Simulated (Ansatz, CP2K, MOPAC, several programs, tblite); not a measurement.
Energy against volume for Li2MgSiTe4 (kesterite), at fixed shape and fractional coordinates, computed by several methods (PBE and r2SCAN, where shown, with plane waves in Ansatz); the cell shown is that of r2SCAN. With free coordinates or axes held, a curve is too stiff, and on another method's shape its minimum isn't the method's own volume. The symmetry is I-4 (No. 82, tetragonal); conventional cell a = 6.432 Å, c = 11.944 Å, 30.88 Å³ an atom. Around Li lie 4 Te at 2.86 Å; around Li lie 4 Te at 2.73 Å; around Mg lie 4 Te at 2.79 Å; around Si lie 4 Te at 2.52 Å; around Te lie 1 Si at 2.52 Å and 2 Li at 2.73–2.86 Å and 1 Mg at 2.79 Å. (Calculated; spin-unpolarised; the phase may be known or hypothetical.) Energies count from each curve's lowest point; fits are third-order Birch-Murnaghan.

```cif
data_structure
_symmetry_space_group_name_H-M 'I-4'
_symmetry_Int_Tables_number 82
_cell_length_a 6.4319
_cell_length_b 6.4319
_cell_length_c 11.9443
_cell_angle_alpha 90.000
_cell_angle_beta 90.000
_cell_angle_gamma 90.000
_cell_volume 494.13
loop_
_atom_site_label
_atom_site_type_symbol
_atom_site_symmetry_multiplicity
_atom_site_Wyckoff_symbol
_atom_site_fract_x
_atom_site_fract_y
_atom_site_fract_z
_atom_site_occupancy
Li1 Li 2 a 0.00000 0.00000 0.00000 1
Li2 Li 2 c 0.00000 0.50000 0.25000 1
Mg1 Mg 2 d 0.50000 0.00000 0.25000 1
Si1 Si 2 b 0.50000 0.50000 0.00000 1
Te1 Te 8 g 0.22462 0.76784 0.37996 1
```

GFN2-xTB (tblite), on the shape of the cell shown, as a cluster of 64 atoms at the zone centre:
```
V (Å³/atom)  E (meV/atom)
     27.177        120.74
     29.030         37.90
     30.883          2.42
     32.736          0.00
     34.589         16.66
```
V₀ = 32.02 Å³ an atom and B₀ = 36 GPa.

r2SCAN, on the shape of its own relaxed cell:

| V (Å³/atom) | E (meV/atom) |
| --- | --- |
| 29.030 | 14.20 |
| 29.957 | 3.35 |
| 30.883 | 0.00 |
| 31.810 | 3.05 |
| 32.736 | 11.56 |

V₀ = 30.88 Å³ an atom and B₀ = 37 GPa.

light PBE (260 eV, its own mesh), on the shape of the cell shown:

| V (Å³/atom) | E (meV/atom) |
| --- | --- |
| 28.413 | 25.18 |
| 29.648 | 2.65 |
| 30.883 | 0.35 |
| 32.119 | 3.44 |
| 33.354 | 0.00 |
| 34.589 | 20.99 |

The points scatter about a smooth fit, as a low cutoff and a light mesh can make them, so no fit is quoted.

Task: PBE/DZVP (CP2K), on the shape of the cell shown, gives
```
V (Å³/atom)  E (meV/atom)
     27.177         91.34
     29.030         28.05
     30.883          0.51
     32.736          0.00
     34.589         17.31
```
What equilibrium volume and bulk modulus follow?

Result: V₀ = 31.87 Å³ an atom and B₀ = 32 GPa.

PM7 (MOPAC), on the shape of the cell shown, as a cluster of 64 atoms at the zone centre:
```
V (Å³/atom)  E (meV/atom)
     27.177       1379.78
     29.030        793.59
     30.883        400.56
     32.736        149.19
     34.589          0.00
```
The lowest point is an end point, so the minimum isn't bracketed.
